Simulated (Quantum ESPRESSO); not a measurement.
Crystal: SiSe.

```
Si Se
1.0
     3.59520    0.00000    0.00000
    -1.79760    3.11353    0.00000
     0.00000    0.00000    3.59873
Si Se
1 1
Direct
  0.66667 0.33333 0.50000
  0.00000 0.00000 0.00000
```

The cell was built by a generator and needn't be a form met in nature.

Base run:

* Program: Quantum ESPRESSO 7.5
* Functional: LDA
* Potentials or basis: PseudoDojo 0.4.1 SR LDA standard
* Cutoff: 1170 eV
* Density cutoff: 4680 eV
* k mesh: 9 × 9 × 7
* Occupations: fermi-dirac, width 0.05 eV
* Spin: no spin polarisation

Its results: band gap on the k mesh none (metal or under the smearing width); pressure -3.6 GPa.

**Question.** The run is repeated on the same cell with these changes: functional from LDA to PBEsol; potentials or basis from PseudoDojo 0.4.1 SR LDA standard to PseudoDojo 0.4.1 SR PBEsol standard. What comes out?

**Answer.** Band gap on the k mesh none (metal or under the smearing width); pressure -2.7 GPa.

Not every run made on this cell is shown here.
